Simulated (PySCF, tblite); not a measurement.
# C₂HF₃S₂: dynamics, then NMR shifts and electronic excitations on frames, part 2 of 2

tblite 0.8.0 and PySCF 2.14.0. Atoms count from 0. The steps go on from the part before.

## (9) Nuclear shieldings: 800 fs, PBE0/pcSseg-1

Job settings and geometry (Å):

```
{"job": {"kind": "nmr", "xc": "PBE0", "basis": "pcSseg-1", "pop": false}, "charge": 0, "multiplicity": 1}
F     -0.659100     0.889200    -0.019500
C     -0.999800    -0.438500    -0.158600
F     -1.590700    -0.314300    -1.391700
F     -1.776000    -0.540700     0.848100
S      0.545200    -1.461700    -0.323200
C      1.564700    -1.135800     1.020200
S      3.144200    -1.196700     0.950100
H      1.015400    -0.671600     1.934400
```

Level: GIAO PBE0/pcSseg-1 NMR shielding, non-relativistic, gas phase.

Log:

```text
coarse grid: 9304 points
cycle   1  E = -1171.6977149531  dE =  1.246e+00  |g| = 9.842e-01  |ddm| = 2.850e+00
cycle   2  E = -1171.2125509269  dE =  4.852e-01  |g| = 1.875e+00  |ddm| = 2.196e+00
cycle   3  E = -1171.8757519237  dE = -6.632e-01  |g| = 1.951e-01  |ddm| = 1.792e+00
cycle   4  E = -1171.8819162480  dE = -6.164e-03  |g| = 1.281e-01  |ddm| = 3.896e-01
cycle   5  E = -1171.8864710425  dE = -4.555e-03  |g| = 2.944e-02  |ddm| = 1.612e-01
cycle   6  E = -1171.8866961506  dE = -2.251e-04  |g| = 4.777e-03  |ddm| = 3.254e-02
cycle   7  E = -1171.8867015228  dE = -5.372e-06  |g| = 1.214e-03  |ddm| = 6.014e-03
final grid: 86096 points
cycle   8  E = -1171.9514461467  dE = -2.480e-05  |g| = 9.031e-03  |ddm| = 2.101e-02
cycle   9  E = -1171.9514016431  dE =  4.450e-05  |g| = 1.608e-02  |ddm| = 2.216e-02
cycle  10  E = -1171.9514633146  dE = -6.167e-05  |g| = 1.946e-03  |ddm| = 1.669e-02
cycle  11  E = -1171.9514643534  dE = -1.039e-06  |g| = 4.209e-04  |ddm| = 2.600e-03
cycle  12  E = -1171.9514643903  dE = -3.686e-08  |g| = 1.152e-04  |ddm| = 4.221e-04
cycle  13  E = -1171.9514643922  dE = -1.874e-09  |g| = 4.695e-05  |ddm| = 9.995e-05
cycle  14  E = -1171.9514643926  dE = -4.561e-10  |g| = 6.209e-06  |ddm| = 4.694e-05
converged SCF energy = -1171.9514643926

GIAO shielding tensors (ppm)
atom      isotropic    diamagn.    paramagn.     s11        s22        s33       span
  0 F      164.445     478.501    -314.056     61.675    108.573    323.086    261.410
  1 C       43.861     242.686    -198.824     33.852     41.618     56.113     22.261
  2 F      192.496     472.744    -280.248    116.614    133.705    327.168    210.553
  3 F      228.301     470.852    -242.551    173.033    226.021    285.849    112.816
  4 S      140.797    1053.878    -913.081   -109.180    195.401    336.169    445.350
  5 C      -33.408     261.111    -294.519   -175.346    -50.366    125.487    300.833
  6 S     -454.129    1054.582   -1508.711  -1873.258   -281.655    792.527   2665.785
  7 H       20.030      27.256      -7.226     16.451     19.680     23.958      7.507
```

Run time: 26 s. Hardware: 1 thread of Intel Xeon at 2.50GHz, shared host; peak memory 0.7 GiB.

This run: δ C5 220.3, C1 143.1, F0 6.5, F2 -21.5, H7 11.69 ppm.

## (10) Excited states and response: 800 fs, PBE0/def2-SVPD

Settings changed since step 9:

```diff
@@ -1,2 +1,2 @@
-{"job": {"kind": "nmr", "xc": "PBE0", "basis": "pcSseg-1", "pop": false}, "charge": 0, "multiplicity": 1}
+{"job": {"kind": "uv", "xc": "PBE0", "basis": "def2-SVPD", "nstates": 5, "ntriplets": 0}, "charge": 0, "multiplicity": 1}
 F     -0.659100     0.889200    -0.019500
```

Level: TDDFT PBE0/def2-SVPD, vertical, gas phase, core orbitals frozen in the response.

Log:

```text
coarse grid: 9304 points
cycle   1  E = -1171.2184279557  dE =  1.198e+00  |g| = 9.279e-01  |ddm| = 3.785e+00
cycle   2  E = -1170.7612998366  dE =  4.571e-01  |g| = 1.768e+00  |ddm| = 2.681e+00
cycle   3  E = -1171.3857533020  dE = -6.245e-01  |g| = 1.813e-01  |ddm| = 2.065e+00
cycle   4  E = -1171.3919892484  dE = -6.236e-03  |g| = 1.160e-01  |ddm| = 4.018e-01
cycle   5  E = -1171.3959102621  dE = -3.921e-03  |g| = 2.785e-02  |ddm| = 1.611e-01
cycle   6  E = -1171.3961236499  dE = -2.134e-04  |g| = 4.417e-03  |ddm| = 3.864e-02
cycle   7  E = -1171.3961285288  dE = -4.879e-06  |g| = 1.118e-03  |ddm| = 7.592e-03
final grid: 86096 points
cycle   8  E = -1171.5162274297  dE = -1.526e-05  |g| = 9.524e-03  |ddm| = 5.745e-02
cycle   9  E = -1171.5161746118  dE =  5.282e-05  |g| = 1.703e-02  |ddm| = 2.817e-02
cycle  10  E = -1171.5162479606  dE = -7.335e-05  |g| = 2.081e-03  |ddm| = 2.037e-02
cycle  11  E = -1171.5162492417  dE = -1.281e-06  |g| = 4.235e-04  |ddm| = 3.391e-03
cycle  12  E = -1171.5162492826  dE = -4.087e-08  |g| = 9.109e-05  |ddm| = 5.815e-04
cycle  13  E = -1171.5162492839  dE = -1.264e-09  |g| = 4.746e-05  |ddm| = 1.423e-04
cycle  14  E = -1171.5162492844  dE = -5.398e-10  |g| = 6.263e-06  |ddm| = 6.234e-05
converged SCF energy = -1171.5162492844

Static polarisability (au): isotropic 74.110, principal 51.876 59.928 110.525

Singlet excitations
state   eV       nm        f      main configurations
  1   2.5926    478.2   0.00004   H->L 1.00
  2   4.4799    276.8   0.12075   H-1->L 0.87
  3   5.5058    225.2   0.06062   H->L+1 0.85
  4   5.9046    210.0   0.00634   H-1->L+1 0.64, H->L+2 0.25
  5   6.0387    205.3   0.04278   H->L+2 0.46, H-1->L+1 0.30, H-2->L 0.18
```

Wall time 39 s (1 thread of Intel Xeon at 2.50GHz, shared host); peak memory 0.71 GiB.

Key values: HOMO -7.38 eV, LUMO -3.02 eV; lowest singlet 2.59 eV.

## (11) Nuclear shieldings: 1000 fs, PBE0/pcSseg-1

Job settings and geometry (Å):

```
{"job": {"kind": "nmr", "xc": "PBE0", "basis": "pcSseg-1", "pop": false}, "charge": 0, "multiplicity": 1}
F     -1.003300     0.864300     0.437700
C     -1.432700    -0.330700     0.045900
F     -1.950200    -0.217100    -1.180700
F     -2.116100    -0.813600     1.087800
S      0.092000    -1.347500    -0.081800
C      1.096300    -0.489300     0.861400
S      2.546400    -1.283700     1.235500
H      1.209900     0.610000     1.006900
```

With the program's defaults for keys left out, this is: GIAO PBE0/pcSseg-1 NMR shielding, non-relativistic, gas phase.

Log:

```text
coarse grid: 9304 points
cycle   1  E = -1171.6856356789  dE =  1.326e+00  |g| = 9.729e-01  |ddm| = 2.858e+00
cycle   2  E = -1170.9187329994  dE =  7.669e-01  |g| = 2.076e+00  |ddm| = 2.945e+00
cycle   3  E = -1171.8563811694  dE = -9.376e-01  |g| = 3.118e-01  |ddm| = 2.568e+00
cycle   4  E = -1171.8742747179  dE = -1.789e-02  |g| = 1.825e-01  |ddm| = 5.724e-01
cycle   5  E = -1171.8837547892  dE = -9.480e-03  |g| = 4.192e-02  |ddm| = 2.202e-01
cycle   6  E = -1171.8842272454  dE = -4.725e-04  |g| = 8.473e-03  |ddm| = 4.842e-02
cycle   7  E = -1171.8842445807  dE = -1.734e-05  |g| = 2.830e-03  |ddm| = 9.512e-03
cycle   8  E = -1171.8842467192  dE = -2.139e-06  |g| = 9.288e-04  |ddm| = 4.299e-03
final grid: 86096 points
cycle   9  E = -1171.9486552827  dE = -2.434e-05  |g| = 9.384e-03  |ddm| = 2.232e-02
cycle  10  E = -1171.9486004856  dE =  5.480e-05  |g| = 1.721e-02  |ddm| = 2.371e-02
cycle  11  E = -1171.9486732801  dE = -7.279e-05  |g| = 2.719e-03  |ddm| = 1.860e-02
cycle  12  E = -1171.9486754826  dE = -2.203e-06  |g| = 3.749e-04  |ddm| = 3.586e-03
cycle  13  E = -1171.9486755142  dE = -3.154e-08  |g| = 1.126e-04  |ddm| = 4.815e-04
cycle  14  E = -1171.9486755159  dE = -1.714e-09  |g| = 4.728e-05  |ddm| = 1.001e-04
cycle  15  E = -1171.9486755163  dE = -4.293e-10  |g| = 7.054e-06  |ddm| = 4.316e-05
converged SCF energy = -1171.9486755163

GIAO shielding tensors (ppm)
atom      isotropic    diamagn.    paramagn.     s11        s22        s33       span
  0 F      221.946     476.803    -254.857    159.862    215.870    290.106    130.244
  1 C       50.683     248.586    -197.903     41.886     48.528     61.635     19.749
  2 F      237.670     471.969    -234.299    173.155    220.202    319.653    146.498
  3 F      210.594     471.779    -261.185    151.225    174.526    306.030    154.805
  4 S      204.226    1055.155    -850.929    -22.664    278.676    356.667    379.331
  5 C      -77.383     255.442    -332.824   -258.160   -118.809    144.821    402.981
  6 S     -657.957    1053.675   -1711.631  -2208.221   -492.082    726.433   2934.654
  7 H       18.689      28.518      -9.829     11.773     16.277     28.016     16.243
```

Wall time 25 s (1 thread of Intel Xeon at 2.50GHz, shared host); peak memory 0.7 GiB.

Key values: δ C5 264.3, C1 136.2, F3 -39.6, F0 -51.0, H7 13.03 ppm.

## (12) Ultraviolet spectrum: 1000 fs, PBE0/def2-SVPD

Settings changed since step 11:

```diff
@@ -1,2 +1,2 @@
-{"job": {"kind": "nmr", "xc": "PBE0", "basis": "pcSseg-1", "pop": false}, "charge": 0, "multiplicity": 1}
+{"job": {"kind": "uv", "xc": "PBE0", "basis": "def2-SVPD", "nstates": 5, "ntriplets": 0}, "charge": 0, "multiplicity": 1}
 F     -1.003300     0.864300     0.437700
```

Method: TDDFT PBE0/def2-SVPD, vertical, gas phase, core orbitals frozen in the response.

Log:

```text
coarse grid: 9304 points
cycle   1  E = -1171.2077641595  dE =  1.276e+00  |g| = 9.201e-01  |ddm| = 3.824e+00
cycle   2  E = -1170.5114536274  dE =  6.963e-01  |g| = 1.941e+00  |ddm| = 3.226e+00
cycle   3  E = -1171.3688744757  dE = -8.574e-01  |g| = 2.871e-01  |ddm| = 2.672e+00
cycle   4  E = -1171.3861235941  dE = -1.725e-02  |g| = 1.635e-01  |ddm| = 5.993e-01
cycle   5  E = -1171.3940888877  dE = -7.965e-03  |g| = 3.737e-02  |ddm| = 2.155e-01
cycle   6  E = -1171.3944934081  dE = -4.045e-04  |g| = 7.230e-03  |ddm| = 5.926e-02
cycle   7  E = -1171.3945060607  dE = -1.265e-05  |g| = 2.590e-03  |ddm| = 1.185e-02
cycle   8  E = -1171.3945081162  dE = -2.055e-06  |g| = 8.802e-04  |ddm| = 4.621e-03
final grid: 86096 points
cycle   9  E = -1171.5139984221  dE = -1.597e-05  |g| = 9.531e-03  |ddm| = 5.725e-02
cycle  10  E = -1171.5139355993  dE =  6.282e-05  |g| = 1.783e-02  |ddm| = 2.998e-02
cycle  11  E = -1171.5140186271  dE = -8.303e-05  |g| = 2.688e-03  |ddm| = 2.258e-02
cycle  12  E = -1171.5140208843  dE = -2.257e-06  |g| = 4.045e-04  |ddm| = 4.285e-03
cycle  13  E = -1171.5140209276  dE = -4.331e-08  |g| = 8.429e-05  |ddm| = 7.345e-04
cycle  14  E = -1171.5140209287  dE = -1.095e-09  |g| = 4.488e-05  |ddm| = 1.328e-04
cycle  15  E = -1171.5140209291  dE = -3.924e-10  |g| = 7.889e-06  |ddm| = 5.143e-05
converged SCF energy = -1171.5140209291

Static polarisability (au): isotropic 73.244, principal 51.852 58.705 109.174

Singlet excitations
state   eV       nm        f      main configurations
  1   2.1977    564.2   0.00004   H->L 1.00
  2   4.2372    292.6   0.16593   H-1->L 0.90
  3   5.1827    239.2   0.05437   H->L+1 0.94
  4   5.6277    220.3   0.00556   H-1->L+1 0.96
  5   5.6874    218.0   0.02170   H-2->L 0.88
```

Run time: 39 s. Hardware: 1 thread of Intel Xeon at 2.50GHz, shared host; peak memory 0.71 GiB.

In short: HOMO -6.85 eV, LUMO -2.95 eV; lowest singlet 2.20 eV.

## (13) Comparing the runs: NMR shifts

Shifts (ppm) of some atoms, chosen among heavy atoms and hydrogens apart, with basis size and wall time:

| frame | H7 | F3 | F0 | F2 | S6 | S4 | functions | time |
| --- | --- | --- | --- | --- | --- | --- | --- | --- |
| 250 fs | 11.33 | -36.8 | -51.7 | -65.9 | 922 | 413 | 138 | 27 s |
| 425 fs | 11.02 | -5.3 | 8.9 | -42.3 | 1127 | 492 | 138 | 26 s |
| 625 fs | 11.47 | -10.0 | -42.2 | -56.6 | 980 | 487 | 138 | 28 s |
| 800 fs | 11.69 | -57.4 | 6.5 | -21.5 | 958 | 363 | 138 | 26 s |
| 1000 fs | 13.03 | -39.6 | -51.0 | -66.7 | 1162 | 300 | 138 | 25 s |

## (14) Side by side: electronic excitations

Excitations and ground-state properties, with basis size and wall time:

| frame | lowest singlet (eV) | brightest (eV) | f | gap (eV) | α (Å³) | μ (D) | functions | time |
| --- | --- | --- | --- | --- | --- | --- | --- | --- |
| 250 fs | 2.62 | 4.84 | 0.159 | 4.39 | 10.87 | 1.28 | 171 | 37 s |
| 425 fs | 2.41 | 4.03 | 0.090 | 4.17 | 11.38 | 0.80 | 171 | 38 s |
| 625 fs | 2.60 | 4.51 | 0.128 | 4.38 | 10.94 | 1.14 | 171 | 40 s |
| 800 fs | 2.59 | 4.48 | 0.121 | 4.36 | 10.98 | 1.39 | 171 | 39 s |
| 1000 fs | 2.20 | 4.24 | 0.166 | 3.91 | 10.85 | 2.33 | 171 | 39 s |

## (15) Outcome

This closing draws on all 2 parts.

| quantity | value |
| --- | --- |
| thermostat | 600 K |
| mean temperature, second half | 729 K |
| mean potential energy above the minimum | 0.64 eV |
| 13C shifts against TMS (PBE0/pcSseg-1, 250 fs) | 225.5, 136.0 ppm |
| 1H shifts against TMS (PBE0/pcSseg-1, 250 fs) | 11.33 ppm |
| 19F shifts against CFCl3 (PBE0/pcSseg-1, 250 fs) | -36.8, -51.7, -65.9 ppm |
| 33S shifts against CS2 (PBE0/pcSseg-1, 250 fs) | 922, 413 ppm |
| lowest singlet (PBE0/def2-SVPD, 250 fs) | 2.62 eV (474 nm), f = 0.000 |
| brightest single state of those computed | state 3, 4.84 eV, f = 0.159 |
| range of the shift of S6 | 922 to 1162 ppm |
| range of the lowest singlet | 2.20 to 2.62 eV |

In the second half the potential energy averages 0.64 eV above the minimum; equipartition over 18 harmonic modes at 600 K would give 0.47 eV. With 8 atoms the temperature swings widely (243 to 1058 K). Shifts at one fixed geometry are not the observed spectrum, which averages over the motion. In the first frame run (250 fs): The widest tensor belongs to S6: span 2607 ppm, with a paramagnetic part of -1473 ppm. The lowest singlet, at 2.62 eV, is HOMO→LUMO 1.00 and is dark; of the 5 states computed, the strongest absorption comes from state 3 at 4.84 eV (the last state computed is bright too, and its partners may lie past the list). In ppm, S6 moves most: its shift spreads over 240 ppm, from 922 (250 fs) to 1162 (1000 fs). The lowest singlet runs from 2.20 eV (1000 fs) to 2.62 eV (250 fs), while the orbital gap spans 3.91 to 4.39 eV. The lowest state need not be the same one in every run.
